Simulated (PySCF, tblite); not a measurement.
# C6H11F3Ge: geometry, infrared bands, NMR shifts and electronic excitations

Aim: predict the infrared bands, NMR shifts and electronic excitations of C6H11F3Ge (`C[C@@H]1CC[CH2][Ge@@H]1[C](F)(F)F`).

The runs use tblite 0.8.0 and PySCF 2.14.0, with density-fitted response routines of our own; the level of theory stands in each step. All values are computed, except where a source is named. Atoms count from 0, in the outputs and in this text.

## 1. The starting structure

21 atoms, charge 0, multiplicity 1; geometry from: force field or distance geometry start.

Bonds of the start (Å): C0–C1 1.52, C1–C2 1.52, C2–C3 1.54, C3–C4 1.53, C4–Ge5 1.93, Ge5–C6 1.95, C6–F7 1.39, C6–F8 1.37, C6–F9 1.39, Ge5–C1 1.93, C0–H10 1.11, C0–H11 1.10, C0–H12 1.13, C1–H13 1.12, C2–H14 1.13, C2–H15 1.10, C3–H16 1.10, C3–H17 1.12, C4–H18 1.11, C4–H19 1.11, Ge5–H20 1.56.

## 2. Relaxing the molecule with GFN2-xTB

The job: settings as JSON, then the geometry in Å.

```
{"job": {"kind": "relax", "xc": "GFN2-xTB", "basis": "xTB"}, "charge": 0, "multiplicity": 1}
C     -1.569700    -1.516600     0.068300
C     -0.909200    -0.272500     0.650600
C     -1.255200     1.002600    -0.093700
C     -0.194600     2.080100     0.175000
C      1.196700     1.460400     0.020400
Ge     1.020600    -0.377500     0.569000
C      1.691500    -1.568800    -0.818000
F      3.071200    -1.452800    -0.890700
F      1.135800    -1.233900    -2.029200
F      1.352600    -2.876300    -0.496500
H     -1.269200    -2.420200     0.630600
H     -1.311500    -1.645400    -0.998100
H     -2.686600    -1.412300     0.158200
H     -1.192500    -0.171000     1.724900
H     -2.267600     1.382100     0.221800
H     -1.295200     0.814500    -1.180600
H     -0.320600     2.941300    -0.498300
H     -0.310500     2.429100     1.229000
H      1.947600     1.998200     0.639800
H      1.505200     1.492900    -1.049200
H      1.652100    -0.636900     1.966300
```

On the command line:

```
> OMP_NUM_THREADS=1 python probes_run.py task.json out
```

The driver reads the jobs from task.json and runs them one after another.

**Question.** This job is followed by: GFN2-xTB harmonic vibrations, gas phase; PBE0-D3(BJ)/def2-SVP geometry optimisation, gas phase; GIAO PBE0/pcSseg-1 NMR shielding, non-relativistic, gas phase; TDDFT B3LYP/def2-SVPD, vertical, gas phase, core orbitals frozen in the response; GIAO WP04/pcSseg-1 NMR shielding, non-relativistic, gas phase. What will the session give for the following? strongest single infrared mode (GFN2-xTB); zero-point energy (GFN2-xTB); point group; rotational constants (main isotopes); 13C shifts against TMS (PBE0/pcSseg-1); 1H shifts against TMS (PBE0/pcSseg-1, means over atoms taken as alike); 73Ge shifts against GeMe4 (PBE0/pcSseg-1); 19F shifts against CFCl3 (PBE0/pcSseg-1, means over atoms taken as alike); surface potential, 1st and 99th percentile; lowest singlet (B3LYP/def2-SVPD); brightest single state of those computed; lowest triplet; vertical ionisation energy (ΔSCF); range of the shift of Ge5.

The runs gave:

| quantity | value |
| --- | --- |
| strongest single infrared mode (GFN2-xTB) | 1891 cm⁻¹, 396 km/mol |
| zero-point energy (GFN2-xTB) | 98.7 kcal/mol |
| point group | C1 |
| rotational constants (main isotopes) | 1.46, 0.82, 0.69 GHz |
| 13C shifts against TMS (PBE0/pcSseg-1) | 137.9, 39.9, 29.7, 24.9, 16.8, 11.9 ppm |
| 1H shifts against TMS (PBE0/pcSseg-1, means over atoms taken as alike) | 4.57, 2.06, 1.92, 1.42, 1.25, 1.13, 1.13, 1.08, 1.05 ppm |
| 73Ge shifts against GeMe4 (PBE0/pcSseg-1) | -55 ppm |
| 19F shifts against CFCl3 (PBE0/pcSseg-1, means over atoms taken as alike) | -64.8 ppm |
| surface potential, 1st and 99th percentile | -0.71 V and 0.99 V |
| lowest singlet (B3LYP/def2-SVPD) | 6.95 eV (178 nm), f = 0.002 |
| brightest single state of those computed | state 3, 7.44 eV, f = 0.090 |
| lowest triplet | 6.63 eV |
| vertical ionisation energy (ΔSCF) | 9.67 eV |
| range of the shift of Ge5 | -55 to -44 ppm |

The optimisation took 52 steps and gained 0.511 eV; among the close pairs (by a distance rule), Ge5–C6 changed most, from 1.948 to 2.024 Å (GFN2-xTB). No mode is imaginary among the 57: a minimum at this level. The strongest single mode, at 1891 cm⁻¹, moves mainly H20. Unscaled tight-binding wavenumbers are off by several per cent, some by more. Its intensities can rank the bands wrongly. Relaxing lowered the energy by 0.224 eV in 9 steps; the close pair that moved most is C0–H12, from 1.142 to 1.103 Å (PBE0/def2-SVP). At PBE0/pcSseg-1: Shielding is most anisotropic at F7, F8, F9 (span 180 ppm, paramagnetic term -233 ppm). The first singlet state (HOMO→LUMO 0.98) lies at 6.95 eV and is weak; of the 10 states computed, the strongest absorption comes from state 3 at 7.44 eV. The lowest triplet lies 0.32 eV below the lowest singlet (triplets in Tamm-Dancoff, singlets in full TDDFT). The orbital energy would give 7.70 eV for ionisation, ΔSCF gives 9.67 eV. Across the 2 runs the shift of Ge5 moves most, between -55 (PBE0/pcSseg-1) and -44 ppm (WP04/pcSseg-1). Spin-orbit coupling is left out, which matters for shieldings and couplings at and beside the heavy atoms.
